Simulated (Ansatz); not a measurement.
# interstitial Li in Si: hop to the nearest equivalent void, part 2 of 2

Wanted: the energy profile along the hop to the nearest equivalent void, from relaxed end points and a band of images. The host cell (diamond) has 16 atoms, cell charge +1; the extra atom is the last.

Ansatz 0.2.0; DFT PBE, plane waves, PAW, scalar-relativistic, no spin polarisation. Earlier steps stand in the parts before.

## (4) The band

crystal.atoms is end A as relaxed above, and neb.final_atoms is end B. With 3 inner images the band has 5 in all.

The input, input.yaml:

```yaml
crystal:
  lattice:
    - [0.0, 5.43, 5.43]
    - [5.43, 0.0, 5.43]
    - [5.43, 5.43, 0.0]
  atoms:
    - { symbol: Si, position: [-0.00205046, 0.00198917, 0.00161241] }
    - { symbol: Si, position: [0.12737899, 0.12417278, 0.12384176] }
    - { symbol: Si, position: [-0.00207151, 0.0019523, 0.49768136] }
    - { symbol: Si, position: [0.12262295, 0.13185298, 0.62235702] }
    - { symbol: Si, position: [-0.00206951, 0.49801305, 0.00159838] }
    - { symbol: Si, position: [0.12264323, 0.62273372, 0.13142813] }
    - { symbol: Si, position: [-0.00010533, 0.50000116, 0.49957233] }
    - { symbol: Si, position: [0.12259745, 0.6226844, 0.62233793] }
    - { symbol: Si, position: [0.49992211, 2.03e-06, -0.00031942] }
    - { symbol: Si, position: [0.62410608, 0.12419256, 0.12385087] }
    - { symbol: Si, position: [0.50188628, 0.00198099, 0.4976929] }
    - { symbol: Si, position: [0.62408915, 0.12417166, 0.62714003] }
    - { symbol: Si, position: [0.50189616, 0.49803663, 0.00161389] }
    - { symbol: Si, position: [0.62409009, 0.62745826, 0.12384149] }
    - { symbol: Si, position: [0.50186391, 0.49801108, 0.49768131] }
    - { symbol: Si, position: [0.63174737, 0.6227175, 0.62236089] }
    - { symbol: Li, position: [0.24988675, 0.74999904, 0.74954952] }
total_charge: 1
basis:
  ecutwfc: 420.0
kpoints:
  mp_grid: { grid: [2, 2, 2] }
hamiltonian:
  xc: pbe
  pseudopotentials: { kind: paw, azcp: { folder: soft_1 } }
scf:
  occupations: { method: gaussian, width: 0.02 }
  lower_state_search: "off"
neb:
  images: 3
  f_tol: 0.05
  initial_path: idpp
  max_iterations: 80
  optimiser: fire
  final_atoms:
    - { symbol: Si, position: [0.00081098, -0.00252601, 0.00073509] }
    - { symbol: Si, position: [0.12296859, 0.12705305, 0.12286824] }
    - { symbol: Si, position: [-0.00700037, 0.00232494, 0.50226943] }
    - { symbol: Si, position: [0.12296778, 0.12692313, 0.62686951] }
    - { symbol: Si, position: [0.00087214, 0.50091087, 0.00079743] }
    - { symbol: Si, position: [0.12501081, 0.62499985, 0.12503109] }
    - { symbol: Si, position: [0.00075752, 0.50079763, 0.49751537] }
    - { symbol: Si, position: [0.1229738, 0.62303081, 0.62694204] }
    - { symbol: Si, position: [0.50239045, 0.00240978, -0.00728772] }
    - { symbol: Si, position: [0.62694363, 0.12696151, 0.12286162] }
    - { symbol: Si, position: [0.50209329, 0.00211572, 0.50205459] }
    - { symbol: Si, position: [0.62485591, 0.12500602, 0.62458363] }
    - { symbol: Si, position: [0.49748883, 0.50083216, 0.0007163] }
    - { symbol: Si, position: [0.62701534, 0.62302579, 0.12286854] }
    - { symbol: Si, position: [0.50225811, 0.49315812, 0.50222197] }
    - { symbol: Si, position: [0.6268842, 0.62302611, 0.62684842] }
    - { symbol: Li, position: [0.37463729, 0.87505188, 0.37384828] }
  order_check: true
```

Started as:

```sh
> ansatz run input.yaml --threads 1 --pin off --max-ram 3072MiB --backend cpu --events-out ev --progress --plain --runs-dir out
```

Standard output (excerpt; [...] marks lines left out):

```text
Warning: neb: disabling space-group detection — the band's intermediate images generally break the endpoint symmetry, so no spatial operation reduces the k-mesh or symmetrises the density, except that a semilocal band can use its path's symmetry ahead of convergence; time reversal is [...]
Warning: RAYON_NUM_THREADS=1 ignored (pool sized by the plan → 1); use --threads N
[...]
Pseudopotentials: kind: paw
Pseudopotential: Si, paw, valence charge 4, recommended cutoff 420 eV (normal), <dir>
Pseudopotential: Li, paw, valence charge 3, recommended cutoff 420 eV (normal), <dir>
Functional definition: PBE
[...]
NEB image 0
Crystal: 17 atoms, lattice volume = 320.206 Å³
Basis set: ecut = 420 eV, 6231 PW (Γ), exchange–correlation on 108×108×108 points (8 copies of the dense FFT grid, shifted against one another)
Bands: 50, of which v1, the nominal top of the filled ones, is band 33 counted from 1 (32 counted from 0)
Symmetry: 1 space group operations
k-points: 8
[...]
NEB end point (image 4): max|allowed force component| = 1.955e-2 eV/Å (the criterion of neb.relax_end_points is 1.000e-2)
NEB image 1
[...]
SCF iter   7: F=—  HF=-10382.398286 eV  |F-HF|=—  |Δ(HF+E_count)|=   6.53e-5  Δρ=7.97e-6  dr2=2.20e-7  ethr=6.28e-9  ⟨swp⟩=2.0  Hψ=656  notcnv=0  defer=74
[...]
NEB image 2
[...]
NEB image 3
[...]
NEB iter   1: max|band force component| = 1.500e0 eV/Å  barrier→ = 0.9471 eV  barrier← = 0.9470 eV  Δτ_max = 0.0274 Å  (40 SCF iters)
[...]
NEB iter   4: max|band force component| = 4.214e-1 eV/Å  barrier→ = 0.6848 eV  barrier← = 0.6847 eV  CI = image 2  Δτ_max = 0.0021 Å  (18 SCF iters)
[...]
NEB iter   7: max|band force component| = 2.614e-1 eV/Å  barrier→ = 0.6617 eV  barrier← = 0.6615 eV  CI = image 2  Δτ_max = 0.0067 Å  (13 SCF iters)
[...]
NEB iter  10: max|band force component| = 2.332e-1 eV/Å  barrier→ = 0.6440 eV  barrier← = 0.6439 eV  CI = image 2  Δτ_max = 0.0079 Å  (14 SCF iters)
[...]
NEB iter  12: max|band force component| = 2.826e-1 eV/Å  barrier→ = 0.6372 eV  barrier← = 0.6371 eV  CI = image 2  Δτ_max = 0.0103 Å  (15 SCF iters)
NEB iter  13: max|band force component| = 2.213e-1 eV/Å  barrier→ = 0.6306 eV  barrier← = 0.6305 eV  CI = image 2  Δτ_max = 0.0112 Å  (15 SCF iters)
```

## (5) The output, continued: band between the two ends

The log, continued (excerpt; [...] marks lines left out):

```text
NEB iter  14: max|band force component| = 1.308e-1 eV/Å  barrier→ = 0.6230 eV  barrier← = 0.6229 eV  CI = image 2  Δτ_max = 0.0129 Å  (15 SCF iters)
[...]
NEB iter  16: max|band force component| = 2.007e-1 eV/Å  barrier→ = 0.6132 eV  barrier← = 0.6131 eV  CI = image 2  Δτ_max = 0.0166 Å  (15 SCF iters)
[...]
NEB iter  18: max|band force component| = 1.744e-1 eV/Å  barrier→ = 0.5988 eV  barrier← = 0.5987 eV  CI = image 2  Δτ_max = 0.0182 Å  (15 SCF iters)
[...]
NEB iter  20: max|band force component| = 1.502e-1 eV/Å  barrier→ = 0.5895 eV  barrier← = 0.5894 eV  CI = image 2  Δτ_max = 0.0037 Å  (15 SCF iters)
[...]
NEB iter  22: max|band force component| = 6.950e-2 eV/Å  barrier→ = 0.5879 eV  barrier← = 0.5877 eV  CI = image 2  Δτ_max = 0.0005 Å  (12 SCF iters)
[...]
    - { symbol: Si, position: [0.009504648251529968, 0.509631404847553, 0.4715823183620619] }
    - { symbol: Si, position: [0.1192515865931032, 0.6191559427100979, 0.621064625964681] }
    - { symbol: Si, position: [0.49150999135327805, -0.008186610180612675, 0.02410179952826813] }
    - { symbol: Si, position: [0.6254437601654623, 0.12572049335783328, 0.12960653512963893] }
    - { symbol: Si, position: [0.5062011921011145, 0.00626426967382171, 0.5035616243548702] }
    - { symbol: Si, position: [0.615751632426428, 0.11552913437070239, 0.6528223627248954] }
    - { symbol: Si, position: [0.5061237750553558, 0.49906328527798727, -0.005131240481115129] }
    - { symbol: Si, position: [0.6254692120939922, 0.6184911560531536, 0.129387619940318] }
    - { symbol: Si, position: [0.5062011172631411, 0.4842045706931482, 0.5033916328305363] }
    - { symbol: Si, position: [0.641256599163098, 0.6187987388392638, 0.6209021861041476] }
    - { symbol: Li, position: [0.31268126410263214, 0.8125595849865088, 0.5623894571008528] }
```

It took 6.6 min on 1 thread of Intel Xeon Platinum 8375C at 2.90GHz (Ice Lake), shared host; peak memory 0.82 GiB.

## (6) What the band shows

The 3 inner images lie between the fixed ends 0 and 4. Energy is taken from image 0, and the path length is the program's own coordinate along the band.

| image | path (Å) | energy (eV) | Li17 x y z (Å) | band force (eV/Å) |
| --- | --- | --- | --- | --- |
| 0 | 0.000 | 0.0000 | 8.14 5.43 5.43 | - |
| 1 | 0.627 | 0.2603 | 7.83 5.12 5.74 | 0.031 |
| 2* | 1.251 | 0.5874 | 7.47 4.75 6.11 | 0.032 |
| 3 | 1.880 | 0.2585 | 7.10 4.38 6.48 | 0.040 |
| 4 | 2.512 | 0.0001 | 6.78 4.06 6.79 | - |

The star marks the climbing image.

image, energy (eV) and a bar:
```
        0      0.000 
        1      0.260 #############
        2      0.587 ##############################
        3      0.259 #############
        4      0.000
```

How the highest energy settled:

| iteration | highest image above image 0 (eV) | largest band force (eV/Å) |
| --- | --- | --- |
| 1 | 0.9471 | 1.500 |
| 3 | 0.7139 | 0.672 |
| 5 | 0.6799 | 0.387 |
| 7 | 0.6617 | 0.261 |
| 9 | 0.6473 | 0.202 |
| 11 | 0.6413 | 0.283 |
| 13 | 0.6306 | 0.221 |
| 15 | 0.6172 | 0.126 |
| 17 | 0.6073 | 0.223 |
| 19 | 0.5926 | 0.147 |
| 21 | 0.5877 | 0.056 |
| 23 | 0.5877 | 0.059 |
| 24 | 0.5874 | 0.040 |

The band as a trajectory file:

```xyz
17
Lattice="0.000 5.430 5.430 5.430 0.000 5.430 5.430 5.430 0.000" Properties=species:S:1:pos:R:3 pbc="T T T" image=0 dE=0.0000
Si    0.020   -0.002    0.000
Si    1.347    1.364    1.366
Si    2.713    2.691   -0.001
Si    4.095    4.045    1.382
Si    2.713   -0.003    2.693
Si    4.095    1.380    4.047
Si    5.428    2.712    2.714
Si    6.760    4.045    4.047
Si   -0.002    2.713    2.715
Si    1.347    4.061    4.063
Si    2.713    5.428    2.736
Si    4.080    6.794    4.063
Si    2.713    2.734    5.430
Si    4.080    4.061    6.796
Si    5.407    5.428    5.429
Si    6.761    6.810    6.812
Li    8.143    5.427    5.429
17
Lattice="0.000 5.430 5.430 5.430 0.000 5.430 5.430 5.430 0.000" Properties=species:S:1:pos:R:3 pbc="T T T" image=1 dE=0.2603
Si    0.014   -0.035    0.027
Si    1.381    1.354    1.329
Si    2.751    2.675   -0.035
Si    4.127    4.015    1.419
Si    2.681   -0.035    2.696
Si    3.994    1.277    4.145
Si    5.335    2.618    2.807
Si    6.726    4.013    4.016
Si    0.072    2.785    2.637
Si    1.381    4.095    4.067
Si    2.755    5.470    2.762
Si    4.156    6.874    3.993
Si    2.682    2.728    5.457
Si    4.072    4.094    6.759
Si    5.387    5.467    5.394
Si    6.730    6.842    6.848
Li    7.832    5.116    5.741
17
Lattice="0.000 5.430 5.430 5.430 0.000 5.430 5.430 5.430 0.000" Properties=species:S:1:pos:R:3 pbc="T T T" image=2 dE=0.5874
Si    0.007   -0.034    0.028
Si    1.385    1.344    1.325
Si    2.766    2.649   -0.051
Si    4.138    4.017    1.412
Si    2.683   -0.034    2.702
Si    3.982    1.266    4.158
Si    5.328    2.612    2.819
Si    6.734    4.020    4.010
Si    0.086    2.800    2.624
Si    1.386    4.100    4.079
Si    2.768    5.483    2.783
Si    4.172    6.888    3.971
Si    2.682    2.720    5.458
Si    4.061    4.099    6.755
Si    5.363    5.482    5.378
Si    6.732    6.854    6.842
Li    7.466    4.752    6.110
17
Lattice="0.000 5.430 5.430 5.430 0.000 5.430 5.430 5.430 0.000" Properties=species:S:1:pos:R:3 pbc="T T T" image=3 dE=0.2585
Si   -0.004   -0.029    0.023
Si    1.387    1.338    1.323
Si    2.775    2.658   -0.056
Si    4.115    4.033    1.398
Si    2.687   -0.029    2.712
Si    3.996    1.279    4.143
Si    5.347    2.634    2.805
Si    6.751    4.036    4.036
Si    0.074    2.787    2.636
Si    1.386    4.099    4.087
Si    2.771    5.487    2.771
Si    4.164    6.878    3.977
Si    2.687    2.709    5.453
Si    4.054    4.100    6.753
Si    5.373    5.491    5.375
Si    6.747    6.832    6.829
Li    7.096    4.381    6.476
17
Lattice="0.000 5.430 5.430 5.430 0.000 5.430 5.430 5.430 0.000" Properties=species:S:1:pos:R:3 pbc="T T T" image=4 dE=0.0001
Si   -0.010    0.008   -0.009
Si    1.357    1.335    1.358
Si    2.740    2.689   -0.025
Si    4.093    4.072    1.357
Si    2.724    0.009    2.725
Si    4.073    1.358    4.073
Si    5.421    2.706    2.723
Si    6.787    4.072    4.051
Si   -0.026    2.688    2.741
Si    1.357    4.071    4.094
Si    2.738    5.453    2.738
Si    4.070    6.784    4.072
Si    2.723    2.705    5.421
Si    4.050    4.072    6.788
Si    5.405    5.454    5.405
Si    6.787    6.808    6.787
Li    6.782    4.064    6.786
```

## (7) The band again, with other settings

crystal.atoms is end A as relaxed above, and neb.final_atoms is end B. With 3 inner images the band has 5 in all.

input.yaml: that of step 4 with these lines changed.

```diff
@@ -34,2 +34,3 @@
   lower_state_search: "off"
+  max_iter: 67
 neb:
@@ -37,4 +38,5 @@
   f_tol: 0.05
-  initial_path: idpp
-  max_iterations: 80
+  max_iterations: 50
+  order_check: false
+  spring: 50.0
   optimiser: fire
@@ -58,2 +60 @@
     - { symbol: Li, position: [0.37463729, 0.87505188, 0.37384828] }
-  order_check: true
```

Started as:

```sh
> ansatz run input.yaml --threads 1 --pin off --max-ram 3072MiB --backend cpu --events-out ev --progress --plain --runs-dir out
```

Standard output (excerpt; [...] marks lines left out):

```text
Warning: neb: disabling space-group detection — the band's intermediate images generally break the endpoint symmetry, so no spatial operation reduces the k-mesh or symmetrises the density, except that a semilocal band can use its path's symmetry ahead of convergence; time reversal is [...]
Warning: RAYON_NUM_THREADS=1 ignored (pool sized by the plan → 1); use --threads N
[...]
[... 4 set-up lines as earlier in the session ...]
[...]
NEB image 0
Crystal: 17 atoms, lattice volume = 320.206 Å³
Basis set: ecut = 420 eV, 6231 PW (Γ), exchange–correlation on 108×108×108 points (8 copies of the dense FFT grid, shifted against one another)
Bands: 50, of which v1, the nominal top of the filled ones, is band 33 counted from 1 (32 counted from 0)
[... 1 set-up line as earlier in the session ...]
k-points: 8
[...]
SCF iter   1: F=—  HF=-10385.469262 eV  |F-HF|=—  |Δ(HF+E_count)|=         —  Δρ=4.95e-2  dr2=1.03e1  ethr=3.10e-3  ⟨swp⟩=11.4  Hψ=2526  notcnv=0  defer=6
[...]
NSCF: frozen V_eff on 8 k-points
NEB image 4
[...]
NSCF: frozen V_eff on 8 k-points
NEB end point (image 0): max|allowed force component| = 9.633e-4 eV/Å (the criterion of neb.relax_end_points is 1.000e-2)
NEB end point (image 4): max|allowed force component| = 1.955e-2 eV/Å (the criterion of neb.relax_end_points is 1.000e-2)
NEB image 1
[...]
SCF iter   7: F=—  HF=-10382.462210 eV  |F-HF|=—  |Δ(HF+E_count)|=   9.60e-5  Δρ=8.16e-6  dr2=2.45e-7  ethr=6.64e-9  ⟨swp⟩=2.0  Hψ=620  notcnv=0  defer=74
[...]
NEB image 2
[...]
NEB image 3
[...]
NEB iter   1: max|band force component| = 8.444e-1 eV/Å  barrier→ = 0.8083 eV  barrier← = 0.8082 eV  Δτ_max = 0.0122 Å  (40 SCF iters)
[...]
NEB iter   7: max|band force component| = 1.520e-1 eV/Å  barrier→ = 0.6633 eV  barrier← = 0.6632 eV  CI = image 2  Δτ_max = 0.0049 Å  (12 SCF iters)
[...]
NEB iter   8: max|band force component| = 1.108e-1 eV/Å  barrier→ = 0.6589 eV  barrier← = 0.6588 eV  CI = image 2  Δτ_max = 0.0055 Å  (12 SCF iters)
NEB image 1
NEB image 2
[...]
NEB image 3
```

## (8) The output, continued: band between the two ends

Output, continued (excerpt; [...] marks lines left out):

```text
[...]
NEB iter   9: max|band force component| = 1.086e-1 eV/Å  barrier→ = 0.6550 eV  barrier← = 0.6549 eV  CI = image 2  Δτ_max = 0.0057 Å  (12 SCF iters)
[...]
NEB iter  12: max|band force component| = 1.208e-1 eV/Å  barrier→ = 0.6440 eV  barrier← = 0.6439 eV  CI = image 2  Δτ_max = 0.0083 Å  (15 SCF iters)
[...]
NEB iter  15: max|band force component| = 8.874e-2 eV/Å  barrier→ = 0.6209 eV  barrier← = 0.6207 eV  CI = image 2  Δτ_max = 0.0136 Å  (15 SCF iters)
[...]
NEB iter  18: max|band force component| = 8.107e-2 eV/Å  barrier→ = 0.5976 eV  barrier← = 0.5975 eV  CI = image 2  Δτ_max = 0.0227 Å  (15 SCF iters)
[...]
NEB iter  21: max|band force component| = 5.007e-2 eV/Å  barrier→ = 0.5881 eV  barrier← = 0.5879 eV  CI = image 2  Δτ_max = 0.0008 Å  (9 SCF iters)
[...]
    - { symbol: Si, position: [0.009344588206303683, 0.5094347074312471, 0.47139575664074185] }
    - { symbol: Si, position: [0.11895662599832574, 0.619036579435424, 0.6208837176308557] }
    - { symbol: Si, position: [0.49177605129412805, -0.008148342551810711, 0.02418591058371264] }
    - { symbol: Si, position: [0.6259409110053297, 0.12601511988754766, 0.1291891800096408] }
    - { symbol: Si, position: [0.5058783288336413, 0.005963443053091211, 0.5035288880321211] }
    - { symbol: Si, position: [0.6154809985743191, 0.11556464664863175, 0.6530257490569362] }
    - { symbol: Si, position: [0.5064313194912555, 0.4990094561087639, -0.004773114071840889] }
    - { symbol: Si, position: [0.6259378977682193, 0.6185208010396575, 0.1291998643510428] }
    - { symbol: Si, position: [0.5058635267036848, 0.48426860782368464, 0.5035482150760762] }
    - { symbol: Si, position: [0.6406571820507624, 0.6190579308324972, 0.6208746828953753] }
    - { symbol: Li, position: [0.31234718924051125, 0.8124384792279209, 0.5623837408829692] }
```

Wall time 4.4 min (1 thread of Intel Xeon Platinum 8375C at 2.90GHz (Ice Lake), shared host); peak memory 0.77 GiB.

## (9) The band, image by image

Images 0 and 4 are the ends. Energies count from image 0; the path length is the program's own measure over all atoms.

| image | path (Å) | energy (eV) | Li17 x y z (Å) | band force (eV/Å) |
| --- | --- | --- | --- | --- |
| 0 | 0.000 | 0.0000 | 8.14 5.43 5.43 | - |
| 1 | 0.626 | 0.2596 | 7.83 5.12 5.74 | 0.031 |
| 2* | 1.250 | 0.5876 | 7.47 4.75 6.11 | 0.035 |
| 3 | 1.880 | 0.2572 | 7.10 4.38 6.48 | 0.031 |
| 4 | 2.511 | 0.0001 | 6.78 4.06 6.79 | - |

The star marks the climbing image.

image, energy (eV) and a bar:
```
        0      0.000 
        1      0.260 #############
        2      0.588 ##############################
        3      0.257 #############
        4      0.000
```

## (10) Results

This closing draws on all 2 parts.

```
                                quantity                                                      value
                                   end A                                    3 moves, 0.117 eV lower
                                   end B                                    2 moves, 0.112 eV lower
            first band: barrier forwards                                                    0.59 eV
           first band: barrier backwards                                                    0.59 eV
first band: second end relative to first                                                   0.000 eV
               first band: highest image                                      2 of 0 to 4, climbing
             first band: band iterations                                                         24
first band: lowest curvatures at the top                                       -2.17 and 0.84 eV/Å²
                             second band  top 0.588 eV above image 0, 22 iterations, 3 inner images
             time, first and second band                                        6.6 min and 4.4 min
```

What this shows: In the first band: the barrier from the first end is 0.59 eV, 23 times kT at 300 K; with a typical attempt rate of 10^13 per second that is roughly 10^3 events a second. The ends differ by 1 meV at most. The test of curvatures at the top gave "unresolved", so the point may be no simple saddle. The second band's top agrees with the first's to 1 meV, so the changed settings hardly move the height. The value is not shown to be converged in cell size (17 atoms) or k-mesh. The charged cell sits in a uniform background, with no correction for images.
